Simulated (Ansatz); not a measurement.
# CH5BFNSi: a ladder of functionals and wavefunction methods

The task here is to estimate one member of a computed series from the others.

The runs use Ansatz 0.2.0, Gaussian basis; functionals in def2-TZVPP, the program's frozen cores in correlated methods.

The runs, in order: PBE-D4, r2SCAN-D4, PBE0-D4, B3LYP-D4, ωB97X-V, ωB97M-V, B2PLYP; CCSD(T)/def2-TZVPP; MP2/def2-QZVPP; extrapolation to the limit.

### The geometry

The geometry comes from an earlier relaxation with PBE0-D4 in a triple-zeta def2 set; it is a stationary point, not always the lowest conformer.

SMILES `FCB1N[SiH2]1`, 10 atoms, charge 0, spin multiplicity 1.

Atoms are counted from 1 here; the program's logs count them from 0.

Bond lengths: F1–C2 1.387 Å, C2–B3 1.561 Å, C2–H6 1.098 Å, C2–H7 1.098 Å, B3–N4 1.383 Å, B3–Si5 1.925 Å, N4–Si5 1.754 Å, N4–H8 1.009 Å, Si5–H9 1.485 Å, Si5–H10 1.485 Å. Angles: F1–C2–B3 113.5°, F1–C2–H6 107.8°, F1–C2–H7 107.8°, B3–C2–H6 110.3°, B3–C2–H7 110.3°, H6–C2–H7 106.8°, C2–B3–N4 136.0°, C2–B3–Si5 162.5°, N4–B3–Si5 61.5°, B3–N4–Si5 74.7°, B3–N4–H8 138.1°, Si5–N4–H8 147.3°, B3–Si5–N4 43.8°, B3–Si5–H9 125.0°, B3–Si5–H10 125.0°, N4–Si5–H9 115.3°, N4–Si5–H10 115.3°, H9–Si5–H10 109.9°.

As a file:

```
F    -0.1442    2.1122    1.5483
C    -0.0888    0.7260    1.5574
B    -0.0015    0.0981    0.1311
N     0.0743   -1.1807   -0.3893
Si    0.0887   -0.1119   -1.7802
H     0.7799    0.4286    2.1593
H    -0.9798    0.3576    2.0824
H     0.0995   -2.1294   -0.0476
H    -1.0862   -0.2265   -2.6808
H     1.3411   -0.1251   -2.5777
```

Set-up of the first run:

Input file in.yaml:

```yaml
crystal:
  periodic: [false, false, false]
  atoms:
    - {symbol: F, position_ang: [-0.144188, 2.112187, 1.548318]}
    - {symbol: C, position_ang: [-0.088783, 0.726048, 1.557447]}
    - {symbol: B, position_ang: [-0.001505, 0.098062, 0.131067]}
    - {symbol: N, position_ang: [0.074266, -1.180652, -0.389251]}
    - {symbol: Si, position_ang: [0.088709, -0.111932, -1.780164]}
    - {symbol: H, position_ang: [0.779898, 0.428578, 2.159337]}
    - {symbol: H, position_ang: [-0.979846, 0.357606, 2.082435]}
    - {symbol: H, position_ang: [0.099472, -2.129427, -0.047620]}
    - {symbol: H, position_ang: [-1.086216, -0.226453, -2.680788]}
    - {symbol: H, position_ang: [1.341093, -0.125118, -2.577681]}
basis:
  gaussian: {orbitals: def2-TZVPP}
hamiltonian: {xc: pbe, dispersion: d4}
output: {forces: true, orbitals: {seedname: orbitals}}
```

Launch:

```
$ ansatz run in.yaml --threads 4 --pin off --events-out ev --progress --plain --max-ram 10444MiB
```

Steps of the session up to this table: PBE-D4 (GGA); r2SCAN-D4 (meta-GGA); PBE0-D4 (hybrid); B3LYP-D4 (hybrid); ωB97X-V (range-separated); ωB97M-V (range-separated); B2PLYP (double hybrid); CCSD(T) in def2-TZVPP; MP2 in def2-QZVPP.

One of the session's tables, all rows but one given; the rest of the session is left out.

```
            method  atomisation energy (kcal/mol)
            PBE-D4                          892.0
         r2SCAN-D4                          872.9
           PBE0-D4                          873.2
          B3LYP-D4                          871.5
           ωB97X-V                          874.6
           ωB97M-V                          874.3
            B2PLYP                          861.0
     HF/def2-TZVPP                          621.0
    MP2/def2-TZVPP                          858.6
   CCSD/def2-TZVPP                          827.0
CCSD(T)/def2-TZVPP                          841.2
           MP2/CBS                          883.4
       CCSD(T)/CBS                              ?
```

Q: Estimate the row for CCSD(T)/CBS from the others.

The run gave: atomisation energy (kcal/mol): 866.0. In the column «atomisation energy (kcal/mol)» it lies between B2PLYP (861.0) and B3LYP-D4 (871.5).

To keep in mind: Free atoms (1 F, 1 C, 1 B, 1 N, 1 Si, 5 H) were run apart at each level; the atomisation energy is their sum less the molecule, without zero-point or spin-orbit terms.
